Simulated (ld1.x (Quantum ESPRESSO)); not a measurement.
# Ti: generating and testing a PAW potential

Task: generate the file, and judge it by its errors in other configurations, its logarithmic derivatives, its ghosts and its cutoff.

Program: ld1.x (Quantum ESPRESSO) 7.5. Reference atom: PBE, scalar-relativistic, spherical and spin-unpolarised. All values are calculated.

## (1) Starting point

Typed settings, in words:

```
element                 : titanium (Ti, Z = 22)
type                    : PAW
frozen core             : [Ne]
valence charge          : 12
reference configuration : 3s2 3p6 3d2 4s1.75 4p0.25
partial waves           : 3s (bound): rcut 1.55, rcutus 1.75 bohr; 4s (bound): rcut 1.55, rcutus 1.75 bohr; 3p (bound): rcut 1.75, rcutus 1.85 bohr; 4p (bound): rcut 1.75, rcutus 1.85 bohr; 3d (bound): rcut 1.55, rcutus 1.85 bohr; 3d channel at 4.65 Ry: rcut 1.55, rcutus 1.85 bohr; 4f channel at 0.1 Ry: rcut 1.85, rcutus 2.00 bohr; 4f channel at 1.15 Ry: rcut 1.85, rcutus 2.00 bohr
local potential         : all-electron potential smoothed inside 1.55 bohr (lloc = -1)
core correction         : Bessel-smoothed model core inside 1.70 bohr
augmentation charge     : GAUSS, radius 1.45 bohr
```

## (2) Generation

Ti.in

```
 &input
   title='Ti', zed=22., rel=1, dft='PBE', iswitch=3,
   config='[Ar] 3d2 4s1.75 4p0.25 4f-2',
   nld=4, rlderiv=2.20, eminld=-7.0, emaxld=5.0, deld=0.02
 /
 &inputp
   pseudotype=3, lpaw=.true., tm=.true., lloc=-1, rcloc=1.55,
   nlcc=.true., new_core_ps=.true., rcore=1.70,
   which_augfun='GAUSS', rmatch_augfun=1.45,
   file_pseudopw='Ti.UPF', file_wfcaegen='ae.wfc', file_wfcncgen='nc.wfc', file_beta='beta', file_chi='chi', file_wfcusgen='us.wfc'
 /
8
3S  1  0   2.00   0.00  1.55  1.75  0.0
4S  2  0   1.75   0.00  1.55  1.75  0.0
3P  2  1   6.00   0.00  1.75  1.85  0.0
4P  3  1   0.25   0.00  1.75  1.85  0.0
3D  3  2   2.00   0.00  1.55  1.85  0.0
3D  3  2   0.00   4.65  1.55  1.85  0.0
4F  4  3  -2.00   0.10  1.85  2.00  0.0
4F  4  3  -2.00   1.15  1.85  2.00  0.0
 &test
   configts(1)='3s2 3p6 3d2 4s1.75 4p0.25'
 /
```

Command:

```bash
$ ld1.x < Ti.in > Ti.out
```

Output in Ti.out (without the banner and most projector matrices):

```text
     Program LD1 v.7.5
     --------------------------- All-electron run ----------------------------

     Ti
     scalar relativistic calculation

     atomic number is 22.00
     dft =PBE   lsd =0 sic =0 latt =0  beta=0.20 tr2=1.0E-14
     Exchange-correlation= PBE
                           (   1   4   3   4   0   0   0)
     mesh =1177 r(mesh) = 100.37945 a.u. xmin = -7.00 dx = 0.01250
     1 Ry =  13.60569312 eV, c = 137.03599908

     n l     nl                  e(Ry)          e(Ha)          e(eV)
     1 0     1S 1( 2.00)      -357.8823      -178.9412     -4869.2369
     2 0     2S 1( 2.00)       -39.4890       -19.7445      -537.2750
     2 1     2P 1( 6.00)       -32.6774       -16.3387      -444.5984
     3 0     3S 1( 2.00)        -4.6291        -2.3145       -62.9816
     3 1     3P 1( 6.00)        -2.8818        -1.4409       -39.2090
     3 2     3D 1( 2.00)        -0.3366        -0.1683        -4.5801
     4 0     4S 1( 1.75)        -0.3433        -0.1717        -4.6709
     4 1     4P 1( 0.25)        -0.1200        -0.0600        -1.6333

     final scf error:  4.2E-15 reached in  24 iterations

     Etot =   -1707.075675 Ry,    -853.537838 Ha,  -23225.947778 eV

     Ekin =    1721.445733 Ry,     860.722867 Ha,   23421.462376 eV
     Encl =   -4057.857557 Ry,   -2028.928778 Ha,  -55209.964654 eV
     Eh   =     713.156627 Ry,     356.578314 Ha,    9702.990220 eV
     Exc  =     -83.820479 Ry,     -41.910240 Ha,   -1140.435719 eV

     normalization and overlap integrals

     s(1S/1S) =  1.000000  <r> =   0.0696  <r2> =    0.0065  r(max) =   0.0455
     s(2S/2S) =  1.000000  <r> =   0.3249  <r2> =    0.1249  r(max) =   0.2682
     s(2P/2P) =  1.000000  <r> =   0.2899  <r2> =    0.1037  r(max) =   0.2196
     s(3S/3S) =  1.000000  <r> =   1.0070  <r2> =    1.1699  r(max) =   0.8685
     s(3P/3P) =  1.000000  <r> =   1.0859  <r2> =    1.3903  r(max) =   0.9016
     s(3D/3D) =  1.000000  <r> =   1.6048  <r2> =    3.5049  r(max) =   0.9841
     s(4S/4S) =  1.000000  <r> =   3.4943  <r2> =   14.0844  r(max) =   2.9196
     s(4P/4P) =  1.000000  <r> =   4.8257  <r2> =   27.4927  r(max) =   3.7960

     ------------------------ End of All-electron run ------------------------

     --------------------- Generating PAW atomic setup --------------------

      Generating local potential from pseudized AE potential:
      Matching radius rcloc =   1.5500

      Local pseudo, rcloc= 1.543 Estimated cut-off energy=    10.37 Ry

      Computing core charge for nlcc:

       r > 1.71 : true rho core
      Core charge pseudized with two Bessel functions
      Integrated core pseudo-charge :   0.00
      Wfc-us  3S rcutus= 1.749  Estimated cut-off energy=    17.91 Ry
      Wfc-us  4S rcutus= 1.749  Estimated cut-off energy=    36.84 Ry
      Wfc-us  3P rcutus= 1.839  Estimated cut-off energy=    25.04 Ry
      Wfc-us  4P rcutus= 1.839  Estimated cut-off energy=    47.09 Ry
      Wfc-us  3D rcutus= 1.839  Estimated cut-off energy=    33.99 Ry
      Wfc-us  3D rcutus= 1.839  Estimated cut-off energy=    32.29 Ry
      Wfc-us  4F rcutus= 1.982  Estimated cut-off energy=    35.47 Ry
      Wfc-us  4F rcutus= 1.982  Estimated cut-off energy=    36.29 Ry

     Required augmentation: GAUSS   radius:    1.450000
     Message from routine us2paw:
     GAUSS augmentation functions are ususally harder than BESSEL; use BESSEL instead unless you have discontinuity in local potential

     Estimated PAW energy = -183.152868 Ryd

     The PAW screened D coefficients
     2.81027     2.29305     0.00000     0.00000     0.00000     0.00000
     0.00000     0.00000
     2.29305     1.02452     0.00000     0.00000     0.00000     0.00000
     0.00000     0.00000
     0.00000     0.00000    -1.39037     0.15918     0.00000     0.00000
     0.00000     0.00000
     0.00000     0.00000     0.15918    -0.07309     0.00000     0.00000
     0.00000     0.00000
     0.00000     0.00000     0.00000     0.00000    -0.72575     0.10246
     0.00000     0.00000
     0.00000     0.00000     0.00000     0.00000     0.10246     0.83147
     0.00000     0.00000
     0.00000     0.00000     0.00000     0.00000     0.00000     0.00000
    -0.01140    -0.01466
     0.00000     0.00000     0.00000     0.00000     0.00000     0.00000
    -0.01466    -0.01660

     The PAW descreened D coefficients (US)
     1.75525     0.01960     0.00000     0.00000     0.00000     0.00000
     0.00000     0.00000
     0.01960    -0.46254     0.00000     0.00000     0.00000     0.00000
     0.00000     0.00000
     0.00000     0.00000     2.42325    -0.57458     0.00000     0.00000
     0.00000     0.00000
     0.00000     0.00000    -0.57458    -0.79320     0.00000     0.00000
     0.00000     0.00000
     0.00000     0.00000     0.00000     0.00000     2.59663     2.77064
     0.00000     0.00000
     0.00000     0.00000     0.00000     0.00000     2.77064     2.16915
     0.00000     0.00000
     0.00000     0.00000     0.00000     0.00000     0.00000     0.00000
    -0.05691    -0.05000
     0.00000     0.00000     0.00000     0.00000     0.00000     0.00000
    -0.05000    -0.03895

     ------------------- End of pseudopotential generation -------------------

     [... the all-electron block is printed once more ...]


     Computing logarithmic derivative in   2.20390
     Computing logarithmic derivative in   2.20390
     Computing the partial wave expansion
     R is outside the sphere for l=    0 j= 0.00
     R is outside the sphere for l=    0 j= 0.00
     R is outside the sphere for l=    1 j= 0.00
     R is outside the sphere for l=    1 j= 0.00
     R is outside the sphere for l=    2 j= 0.00
     R is outside the sphere for l=    2 j= 0.00
     R is outside the sphere for l=    3 j= 0.00
     R is outside the sphere for l=    3 j= 0.00

     ---------------------- Testing the pseudopotential ----------------------

     Ti
     scalar relativistic calculation

     atomic number is 22.00   valence charge is 12.00
     dft = SLA  PW   PBX  PBC   lsd =0 sic =0 latt =0  beta=0.20 tr2=1.0E-14
     mesh =1177 r(mesh) = 100.37945 xmin = -7.00 dx = 0.01250

     n l     nl             e AE (Ry)        e PS (Ry)    De AE-PS (Ry)
     1 0     3S   1( 2.00)       -4.62906       -4.62903       -0.00003
     2 1     3P   1( 6.00)       -2.88181       -2.88178       -0.00003
     3 2     3D   1( 2.00)       -0.33663       -0.33662       -0.00002
     2 0     4S   1( 1.75)       -0.34330       -0.34330       -0.00000
     3 1     4P   1( 0.25)       -0.12004       -0.12004       -0.00000

     eps = 4.2E-15  iter =  6

     Etot =   -1707.075675 Ry,    -853.537838 Ha,  -23225.947778 eV
     Etotps =  -183.152861 Ry,     -91.576431 Ha,   -2491.921627 eV

     Ekin =     136.886473 Ry,      68.443236 Ha,    1862.435339 eV
     Encl =    -328.930107 Ry,    -164.465054 Ha,   -4475.322097 eV
     Ehrt =      92.711334 Ry,      46.355667 Ha,    1261.401956 eV
     Ecxc =     -83.820561 Ry,     -41.910280 Ha,   -1140.436825 eV
     (Ecc =      -0.000146 Ry,      -0.000073 Ha,      -0.001991 eV)

     ---------------------- End of pseudopotential test ----------------------
```

It took 2.7 s on 1 thread, shared host. (Generation and the later configuration tests together.)

Partial waves on a coarse radial grid (AE all-electron, PS pseudo):

| r (bohr) | 4s AE | 4s PS |
| --- | --- | --- |
| 0.100 | 0.0198 | -0.1629 |
| 0.200 | 0.1533 | -0.3115 |
| 0.300 | 0.1092 | -0.4330 |
| 0.400 | -0.0135 | -0.5181 |
| 0.500 | -0.1344 | -0.5618 |
| 0.600 | -0.2185 | -0.5635 |
| 0.700 | -0.2579 | -0.5271 |
| 0.800 | -0.2570 | -0.4596 |
| 0.900 | -0.2249 | -0.3704 |
| 1.000 | -0.1713 | -0.2690 |
| 1.100 | -0.1048 | -0.1645 |
| 1.200 | -0.0317 | -0.0637 |
| 1.300 | 0.0431 | 0.0290 |
| 1.400 | 0.1162 | 0.1118 |
| 1.500 | 0.1855 | 0.1849 |
| 1.600 | 0.2496 | 0.2497 |
| 1.700 | 0.3077 | 0.3077 |
| 1.800 | 0.3596 | 0.3596 |
| 1.900 | 0.4053 | 0.4053 |
| 2.000 | 0.4449 | 0.4449 |
| 2.100 | 0.4787 | 0.4787 |
| 2.200 | 0.5072 | 0.5072 |
| 2.300 | 0.5308 | 0.5308 |
| 2.400 | 0.5497 | 0.5497 |
| 2.500 | 0.5645 | 0.5645 |
| 2.600 | 0.5755 | 0.5755 |

## (3) Configuration tests

Ti.test.in

```
 &input
   title='Ti', zed=22., rel=1, dft='PBE', iswitch=2,
   config='[Ar] 3d2 4s1.75 4p0.25 4f-2'
 /
 &test
   file_pseudo='Ti.UPF', nconf=8,
   configts(1)='3s2 3p6 3d2 4s1.75 4p0.25',
   configts(2)='3s2 3p6 3d2 4s2 4p0',
   configts(3)='3s2 3p6 3d2 4s1 4p0',
   configts(4)='3s2 3p6 3d2 4s0 4p0',
   configts(5)='3s2 3p6 3d2.5 4s1.5 4p0',
   configts(6)='3s2 3p6 3d3 4s0 4p0',
   configts(7)='3s1 3p6 3d2 4s2 4p0',
   configts(8)='3s2 3p6 3d2 4s1 4p1'
 /
```

Command:

```bash
$ ld1.x < Ti.test.in > Ti.test.out
```

Ti.test.out, the pseudopotential blocks:

```text
     ---------------------- Testing the pseudopotential ----------------------

     Ti
     scalar relativistic calculation

     atomic number is 22.00   valence charge is 12.00
     dft =SLA  PW   PBX  PBC   lsd =0 sic =0 latt =0  beta=0.20 tr2=1.0E-14
     mesh =1177 r(mesh) = 100.37945 xmin = -7.00 dx = 0.01250

     n l     nl             e AE (Ry)        e PS (Ry)    De AE-PS (Ry)
     1 0     3S   1( 2.00)       -4.62906       -4.62903       -0.00003
     2 1     3P   1( 6.00)       -2.88181       -2.88178       -0.00003
     3 2     3D   1( 2.00)       -0.33663       -0.33662       -0.00002
     2 0     4S   1( 1.75)       -0.34330       -0.34330       -0.00000
     3 1     4P   1( 0.25)       -0.12004       -0.12004       -0.00000

     eps = 4.2E-15  iter =  6

     Etot =   -1707.075675 Ry,    -853.537838 Ha,  -23225.947779 eV
     Etotps =  -183.152861 Ry,     -91.576431 Ha,   -2491.921627 eV

     Ekin =     136.886473 Ry,      68.443236 Ha,    1862.435339 eV
     Encl =    -328.930107 Ry,    -164.465054 Ha,   -4475.322097 eV
     Ehrt =      92.711334 Ry,      46.355667 Ha,    1261.401956 eV
     Ecxc =     -83.820561 Ry,     -41.910280 Ha,   -1140.436825 eV
     (Ecc =      -0.000146 Ry,      -0.000073 Ha,      -0.001991 eV)

     ---------------------- End of pseudopotential test ----------------------

     ---------------------- Testing the pseudopotential ----------------------

     Ti
     [...]
     n l     nl             e AE (Ry)        e PS (Ry)    De AE-PS (Ry)
     1 0     3S   1( 2.00)       -4.60347       -4.60328       -0.00019
     2 1     3P   1( 6.00)       -2.85621       -2.85597       -0.00025
     3 2     3D   1( 2.00)       -0.31302       -0.31286       -0.00016
     2 0     4S   1( 2.00)       -0.32830       -0.32833        0.00003
     3 1     4P   1( 0.00)       -0.10777       -0.10773       -0.00004

     eps = 7.4E-16  iter = 15

     Etot =   -1707.131133 Ry,    -853.565567 Ha,  -23226.702321 eV
     Etotps =  -183.208331 Ry,     -91.604166 Ha,   -2492.676333 eV
     dEtot_ae =      -0.055458 Ry
     dEtot_ps =      -0.055470 Ry,   Delta E=       0.000012 Ry

     [...]
     ---------------------- End of pseudopotential test ----------------------

     ---------------------- Testing the pseudopotential ----------------------

     Ti
     [...]
     n l     nl             e AE (Ry)        e PS (Ry)    De AE-PS (Ry)
     1 0     3S   1( 2.00)       -5.13888       -5.13902        0.00014
     2 1     3P   1( 6.00)       -3.39209       -3.39235        0.00026
     3 2     3D   1( 2.00)       -0.83550       -0.83565        0.00015
     2 0     4S   1( 1.00)       -0.76075       -0.76065       -0.00011
     3 1     4P   1( 0.00)       -0.48549       -0.48583        0.00034

     eps = 7.6E-15  iter = 14

     Etot =   -1706.591160 Ry,    -853.295580 Ha,  -23219.355616 eV
     Etotps =  -182.668331 Ry,     -91.334165 Ha,   -2485.329255 eV
     dEtot_ae =       0.484515 Ry
     dEtot_ps =       0.484530 Ry,   Delta E=      -0.000015 Ry

     [...]
     ---------------------- End of pseudopotential test ----------------------

     ---------------------- Testing the pseudopotential ----------------------

     Ti
     [...]
     n l     nl             e AE (Ry)        e PS (Ry)    De AE-PS (Ry)
     1 0     3S   1( 2.00)       -5.77330       -5.77349        0.00019
     2 1     3P   1( 6.00)       -4.02515       -4.02580        0.00065
     3 2     3D   1( 2.00)       -1.44648       -1.44681        0.00032
     2 0     4S   1( 0.00)       -1.24186       -1.24124       -0.00062
     3 1     4P   1( 0.00)       -0.91224       -0.91595        0.00371

     eps = 5.3E-15  iter =  9

     Etot =   -1705.593615 Ry,    -852.796807 Ha,  -23205.783315 eV
     Etotps =  -181.671036 Ry,     -90.835518 Ha,   -2471.760363 eV
     dEtot_ae =       1.482061 Ry
     dEtot_ps =       1.481826 Ry,   Delta E=       0.000235 Ry

     [...]
     ---------------------- End of pseudopotential test ----------------------

     ---------------------- Testing the pseudopotential ----------------------

     Ti
     [...]
     n l     nl             e AE (Ry)        e PS (Ry)    De AE-PS (Ry)
     1 0     3S   1( 2.00)       -4.46411       -4.46500        0.00089
     2 1     3P   1( 6.00)       -2.72338       -2.72446        0.00108
     3 2     3D   1( 2.50)       -0.21215       -0.21274        0.00059
     2 0     4S   1( 1.50)       -0.29708       -0.29691       -0.00017
     3 1     4P   1( 0.00)       -0.09238       -0.09254        0.00016

     eps = 6.4E-15  iter = 13

     Etot =   -1707.105206 Ry,    -853.552603 Ha,  -23226.349556 eV
     Etotps =  -183.182521 Ry,     -91.591260 Ha,   -2492.325164 eV
     dEtot_ae =      -0.029530 Ry
     dEtot_ps =      -0.029659 Ry,   Delta E=       0.000129 Ry

     [...]
     ---------------------- End of pseudopotential test ----------------------

     ---------------------- Testing the pseudopotential ----------------------

     Ti
     [...]
     n l     nl             e AE (Ry)        e PS (Ry)    De AE-PS (Ry)
     1 0     3S   1( 2.00)       -4.81513       -4.81721        0.00208
     2 1     3P   1( 6.00)       -3.08246       -3.08513        0.00267
     3 2     3D   1( 3.00)       -0.58982       -0.59110        0.00128
     2 0     4S   1( 0.00)       -0.66089       -0.66007       -0.00082
     3 1     4P   1( 0.00)       -0.41316       -0.41335        0.00019

     eps = 6.0E-15  iter = 16

     Etot =   -1706.587642 Ry,    -853.293821 Ha,  -23219.307744 eV
     Etotps =  -182.666021 Ry,     -91.333011 Ha,   -2485.297829 eV
     dEtot_ae =       0.488034 Ry
     dEtot_ps =       0.486840 Ry,   Delta E=       0.001193 Ry

     [...]
     ---------------------- End of pseudopotential test ----------------------

     ---------------------- Testing the pseudopotential ----------------------

     Ti
     [...]
     n l     nl             e AE (Ry)        e PS (Ry)    De AE-PS (Ry)
     1 0     3S   1( 1.00)       -5.67846       -5.67827       -0.00019
     2 1     3P   1( 6.00)       -3.90641       -3.90489       -0.00152
     3 2     3D   1( 2.00)       -1.26067       -1.25918       -0.00149
     2 0     4S   1( 2.00)       -0.89174       -0.89232        0.00058
     3 1     4P   1( 0.00)       -0.57537       -0.58834        0.01297  !

     eps = 7.7E-15  iter = 18

     Etot =   -1702.011602 Ry,    -851.005801 Ha,  -23157.047552 eV
     Etotps =  -178.088776 Ry,     -89.044388 Ha,   -2423.021232 eV
     dEtot_ae =       5.064073 Ry
     dEtot_ps =       5.064086 Ry,   Delta E=      -0.000012 Ry

     [...]
     ---------------------- End of pseudopotential test ----------------------

     ---------------------- Testing the pseudopotential ----------------------

     Ti
     [...]
     n l     nl             e AE (Ry)        e PS (Ry)    De AE-PS (Ry)
     1 0     3S   1( 2.00)       -4.70181       -4.70120       -0.00061
     2 1     3P   1( 6.00)       -2.95446       -2.95418       -0.00028
     3 2     3D   1( 2.00)       -0.40319       -0.40288       -0.00031
     2 0     4S   1( 1.00)       -0.38394       -0.38351       -0.00043
     3 1     4P   1( 1.00)       -0.15248       -0.15250        0.00002

     eps = 6.2E-15  iter = 11

     Etot =   -1706.905068 Ry,    -853.452534 Ha,  -23223.626540 eV
     Etotps =  -182.982387 Ry,     -91.491193 Ha,   -2489.602198 eV
     dEtot_ae =       0.170608 Ry
     dEtot_ps =       0.170475 Ry,   Delta E=       0.000133 Ry

     [...]
     ---------------------- End of pseudopotential test ----------------------
```

Excitation and ionisation energies from 3s2 3p6 3d2 4s1.75 4p0.25, with the error of the potential. The frozen-core shift comes from a second all-electron run, not shown, with the core orbitals held at their reference shape; it is that run's ΔE less the relaxed one.

```csv
valence configuration,charge,ΔE all-electron (eV),error AE − PS (meV),frozen-core shift (meV)
3s2 3p6 3d2 4s2 4p0,0,-0.755,+0.2,-0.1
3s2 3p6 3d2 4s1 4p0,+1,6.592,-0.2,+0.4
3s2 3p6 3d2 4s0 4p0,+2,20.164,+3.2,+1.1
3s2 3p6 3d2.5 4s1.5 4p0,0,-0.402,+1.8,+1.1
3s2 3p6 3d3 4s0 4p0,+1,6.640,+16,+3.1
3s1 3p6 3d2 4s2 4p0,+1,68.900,-0.2,+7.6
3s2 3p6 3d2 4s1 4p1,0,2.321,+1.8,+0.1
```

## (4) Does it scatter like the atom?

Taken from the files of the generation run. The phase is arctan(r·u′/u) with u = r·R, unwrapped, with energies in Ry. A pole is an energy at which the radial function vanishes at the test radius. The pseudo phase is shifted by a multiple of π to meet the all-electron one at the reference energy. Levels narrower than the energy grid can be missing from the poles. Left out: p, where the overlap operator is not positive , so their phases aren't trusted. The last column is the largest difference on the grid between −1 and +1 Ry.

| channel | radius (bohr) | reference (Ry) | poles AE | poles PS | window around the reference with phases within 0.05 rad (Ry) | largest difference near zero (rad) |
| --- | --- | --- | --- | --- | --- | --- |
| s | 2.20 | -0.34 | -4.51, 4.73 | -4.51, 4.83 | the whole range | 0.002 |
| d | 2.20 | -0.34 | 0.22 | 0.22 | the whole range | 0.002 |
| f | 2.20 | 0.10 | none | none | the whole range | 0.000 |

Phases (rad) along the scan:

| E (Ry) | d AE | d PS | s AE | s PS |
| --- | --- | --- | --- | --- |
| -7.00 | 1.399 | 1.399 | 1.370 | 1.370 |
| -6.48 | 1.392 | 1.392 | 1.356 | 1.356 |
| -5.96 | 1.384 | 1.384 | 1.334 | 1.335 |
| -5.44 | 1.375 | 1.375 | 1.293 | 1.294 |
| -4.92 | 1.365 | 1.365 | 1.084 | 1.084 |
| -4.40 | 1.352 | 1.352 | -1.647 | -1.646 |
| -3.88 | 1.337 | 1.337 | -1.757 | -1.757 |
| -3.36 | 1.318 | 1.318 | -1.800 | -1.800 |
| -2.84 | 1.293 | 1.293 | -1.837 | -1.837 |
| -2.32 | 1.257 | 1.257 | -1.878 | -1.878 |
| -1.80 | 1.200 | 1.199 | -1.930 | -1.930 |
| -1.28 | 1.084 | 1.083 | -2.005 | -2.004 |
| -0.76 | 0.672 | 0.670 | -2.123 | -2.123 |
| -0.24 | -1.117 | -1.117 | -2.341 | -2.341 |
| 0.28 | -1.597 | -1.599 | -2.797 | -2.796 |
| 0.80 | -1.750 | -1.752 | -3.545 | -3.543 |
| 1.32 | -1.864 | -1.868 | -4.086 | -4.083 |
| 1.84 | -2.003 | -2.010 | -4.344 | -4.342 |
| 2.36 | -2.246 | -2.260 | -4.480 | -4.478 |
| 2.88 | -2.799 | -2.824 | -4.563 | -4.560 |
| 3.40 | -3.689 | -3.703 | -4.620 | -4.616 |
| 3.92 | -4.191 | -4.194 | -4.662 | -4.658 |
| 4.44 | -4.407 | -4.407 | -4.696 | -4.691 |
| 4.96 | -4.521 | -4.521 | -4.725 | -4.719 |

## (5) Plane-wave convergence, by spherical Bessel functions

A separate test, outside the generator: the pseudo-atom's Hamiltonian at the reference potential is diagonalised in spherical Bessel functions j_l(qr) that vanish at 20 bohr, with q² up to the cutoff.

No cutoffs are read. The overlap operator is not positive in p (lowest eigenvalue -0.989), so the test is not defined there. The ghost test is not conclusive.

## (6) Summary of results

| quantity | value |
| --- | --- |
| cutoffs | not determined |
| bound ghosts | not determined |
| largest test error (AE − PS) | +16 meV, for 3s2 3p6 3d3 4s0 4p0 |
| largest phase difference near zero energy, channels read | 0.002 rad |
| lowest eigenvalue of the overlap (Bessel basis) | -0.989 (p) |

**Reading.** The overlap operator is not positive definite in p, so a plane-wave run would break down once the basis is large enough. By total energies transferability is good: the largest error is 16 meV on 6.6 eV, for 3s2 3p6 3d3 4s0 4p0. Freezing the core alone would shift it much less, so the error comes from the pseudisation. No cutoffs are read. Ghosts could not be judged. Near zero energy the phases of the channels with partial waves that could be evaluated agree within 0.002 rad. These are tests on the free atom; a crystal test is still owed.
